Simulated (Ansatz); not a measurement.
# C3H7ClSi: how energies converge with the basis set

One table from this session's results is given with a row withheld; the runs are named, their logs left out.

The runs use Ansatz 0.2.0, Gaussian basis; one geometry, several basis sets.

Levels to be run: PBE0-D4/def2-SVP; ωB97M-V/def2-SVP; PBE0-D4/def2-QZVPP; ωB97M-V/def2-QZVPP; the functionals' def2-TZVPP values are taken from earlier runs.

**The relaxed structure**

An earlier PBE0-D4 in a triple-zeta def2 set relaxation fixed the geometry.

SMILES `C=C(Cl)[SiH2]C`, 12 atoms, charge 0, spin multiplicity 1.

Atoms are counted from 1 here; the program's logs count them from 0.

Bond lengths: C1–C2 1.326 Å, C1–H6 1.085 Å, C1–H7 1.084 Å, C2–Cl3 1.745 Å, C2–Si4 1.874 Å, Si4–C5 1.864 Å, Si4–H8 1.487 Å, Si4–H9 1.488 Å, C5–H10 1.092 Å, C5–H11 1.092 Å, C5–H12 1.092 Å. Angles: C2–C1–H6 122.7°, C2–C1–H7 119.4°, H6–C1–H7 117.9°, C1–C2–Cl3 119.8°, C1–C2–Si4 125.7°, Cl3–C2–Si4 114.5°, C2–Si4–C5 110.7°, C2–Si4–H8 108.2°, C2–Si4–H9 106.5°, C5–Si4–H8 110.4°, C5–Si4–H9 111.6°, H8–Si4–H9 109.2°, Si4–C5–H10 110.9°, Si4–C5–H11 110.3°, Si4–C5–H12 110.6°, H10–C5–H11 108.3°, H10–C5–H12 108.4°, H11–C5–H12 108.2°.

Geometry (Å):

```xyz
12
C3H7ClSi
C     1.0386    1.5304    1.3011
C     0.8494    0.3123    0.8122
Cl    2.1951   -0.7920    0.6918
Si   -0.7811   -0.3807    0.2015
C    -0.6449   -0.9111   -1.5807
H     2.0072    1.8822    1.6398
H     0.1982    2.2120    1.3726
H    -1.1452   -1.5378    1.0614
H    -1.7918    0.6980    0.3766
H    -0.3984   -0.0620   -2.2215
H     0.1374   -1.6647   -1.6938
H    -1.5872   -1.3418   -1.9270
```

Set-up of the first run:

File in.yaml:

```yaml
crystal:
  periodic: [false, false, false]
  atoms:
    - {symbol: C, position_ang: [1.038616, 1.530399, 1.301119]}
    - {symbol: C, position_ang: [0.849350, 0.312322, 0.812231]}
    - {symbol: Cl, position_ang: [2.195062, -0.791971, 0.691811]}
    - {symbol: Si, position_ang: [-0.781108, -0.380670, 0.201529]}
    - {symbol: C, position_ang: [-0.644866, -0.911126, -1.580707]}
    - {symbol: H, position_ang: [2.007153, 1.882202, 1.639831]}
    - {symbol: H, position_ang: [0.198184, 2.212030, 1.372584]}
    - {symbol: H, position_ang: [-1.145192, -1.537850, 1.061407]}
    - {symbol: H, position_ang: [-1.791762, 0.697959, 0.376601]}
    - {symbol: H, position_ang: [-0.398403, -0.061953, -2.221543]}
    - {symbol: H, position_ang: [0.137364, -1.664745, -1.693830]}
    - {symbol: H, position_ang: [-1.587200, -1.341797, -1.927032]}
basis:
  gaussian: {orbitals: def2-SVP}
hamiltonian: {xc: pbe0, dispersion: d4}
output: {orbitals: {seedname: orbitals}}
```

Started as:

```bash
$ ansatz run in.yaml --threads 4 --pin off --events-out ev --progress --plain --max-ram 10444MiB
```

Steps of the session up to this table: PBE0-D4 in def2-SVP; ωB97M-V in def2-SVP; PBE0-D4 in def2-QZVPP; ωB97M-V in def2-QZVPP.

One table of the session follows, with a row left open; its other results are not shown here.

It belongs to the step «Density functionals: the series». 

```
functional       basis  HOMO (eV)
   PBE0-D4    def2-SVP      -7.45
   PBE0-D4  def2-TZVPP          ?
   PBE0-D4  def2-QZVPP      -7.57
   ωB97M-V    def2-SVP      -9.61
   ωB97M-V  def2-TZVPP      -9.75
   ωB97M-V  def2-QZVPP      -9.77
```

Q: Estimate the row for PBE0-D4, def2-TZVPP from the others.

As computed: HOMO (eV): -7.55. In the column «HOMO (eV)» it lies between PBE0-D4, def2-QZVPP (-7.57) and PBE0-D4, def2-SVP (-7.45).
